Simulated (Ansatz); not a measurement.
# CH₄ClFSn: one species, many methods

Aim: compute CH₄ClFSn with functionals from several rungs and with coupled cluster, and see how far each lands from CCSD(T) at the basis-set limit for the atomisation energy.

Program: Ansatz 0.2.0, Gaussian basis. Level of theory: functionals in def2-TZVPP, the program's frozen cores in correlated methods. These are calculated values, not measurements.

The runs, in order: PBE-D4, r2SCAN-D4, PBE0-D4, B3LYP-D4, ωB97X-V, ωB97M-V, B2PLYP; CCSD(T)/def2-TZVPP; MP2/def2-QZVPP; extrapolation to the limit.

## (1) Structure used throughout

All runs share one geometry, relaxed beforehand with PBE0-D4 in a triple-zeta def2 set. Sn takes the def2 core potential; no spin-orbit term is included.

SMILES `[F][SnH2][CH2]Cl`, 8 atoms, charge 0, spin multiplicity 1.

Atoms are counted from 1 here; the program's logs count them from 0.

Bond lengths: F1–Sn2 1.931 Å, Sn2–C3 2.145 Å, Sn2–H5 1.700 Å, Sn2–H6 1.700 Å, C3–Cl4 1.784 Å, C3–H7 1.088 Å, C3–H8 1.088 Å. Angles: F1–Sn2–C3 104.1°, F1–Sn2–H5 105.5°, F1–Sn2–H6 105.5°, C3–Sn2–H5 112.5°, C3–Sn2–H6 112.5°, H5–Sn2–H6 115.6°, Sn2–C3–Cl4 107.9°, Sn2–C3–H7 111.5°, Sn2–C3–H8 111.5°, Cl4–C3–H7 108.2°, Cl4–C3–H8 108.2°, H7–C3–H8 109.5°.

Geometry (Å):

```xyz
8

F    -2.11834    1.04513    0.36463
Sn   -0.30069    0.92523   -0.27477
C     0.32916   -1.04243    0.30158
Cl    2.01201   -1.26229   -0.24675
H    -0.40053    1.10767   -1.96198
H     0.55008    2.14687    0.54605
H    -0.28393   -1.80964   -0.16643
H     0.30445   -1.16764    1.38197
```

## (2) PBE-D4 (GGA)

File in.yaml:

```yaml
crystal:
  periodic: [false, false, false]
  atoms:
    - {symbol: F, position_ang: [-2.118339, 1.045125, 0.364631]}
    - {symbol: Sn, position_ang: [-0.300692, 0.925230, -0.274768]}
    - {symbol: C, position_ang: [0.329159, -1.042426, 0.301581]}
    - {symbol: Cl, position_ang: [2.012009, -1.262292, -0.246747]}
    - {symbol: H, position_ang: [-0.400533, 1.107675, -1.961979]}
    - {symbol: H, position_ang: [0.550078, 2.146871, 0.546046]}
    - {symbol: H, position_ang: [-0.283930, -1.809639, -0.166430]}
    - {symbol: H, position_ang: [0.304447, -1.167644, 1.381965]}
basis:
  gaussian: {orbitals: def2-TZVPP}
hamiltonian: {xc: pbe, dispersion: d4}
output: {forces: true, orbitals: {seedname: orbitals}}
```

The run is started by

```console
ansatz run in.yaml --threads 4 --pin off --events-out ev --progress --plain --max-ram 10444MiB
```

After this run come: r2SCAN-D4 (meta-GGA); PBE0-D4 (hybrid); B3LYP-D4 (hybrid); ωB97X-V (range-separated); ωB97M-V (range-separated); B2PLYP (double hybrid); CCSD(T) in def2-TZVPP; MP2 in def2-QZVPP.

Before running them: what should the planned runs give, taken together? Wanted: atomisation energy, CCSD(T)/CBS; farthest; mean size of error, hybrid; mean size of error, range-separated; gap, smallest and largest; T1 diagnostic; triples share of the correlation energy.

As calculated:

| quantity | value |
| --- | --- |
| atomisation energy, CCSD(T)/CBS | 2435.5 kJ/mol |
| functionals within 24.4 kJ/mol (1.0 %) | PBE-D4, r2SCAN-D4, ωB97X-V, ωB97M-V |
| farthest | B2PLYP (-64.6 kJ/mol) |
| mean size of error, hybrid | 40.2 kJ/mol |
| mean size of error, range-separated | 12.0 kJ/mol |
| gap, smallest and largest | 5.22 eV (PBE-D4), 11.66 eV (ωB97X-V) |
| T1 diagnostic | 0.0125 |
| triples share of the correlation energy | 3.3 % |

**Reading.** PBE-D4 misses by +11.5 kJ/mol. Double hybrids carry the basis error of their MP2 part in triple zeta, and no dispersion term here, so their miss is partly the set-up's. The reference freezes the cores and leaves out spin-orbit coupling and excitations past (T), and its outer-core shells are covered unevenly, so misses under about 24.4 kJ/mol can't be ranked. All levels share the lack of spin-orbit coupling, which lowers the free heavy atoms and so the true binding. Hartree-Fock recovers 70 % of the binding; the rest is correlation. Orbital gaps span 5.2 to 11.7 eV; exact exchange widens them. Correlated methods include outer-core shells of Sn, which these sets cover unevenly.
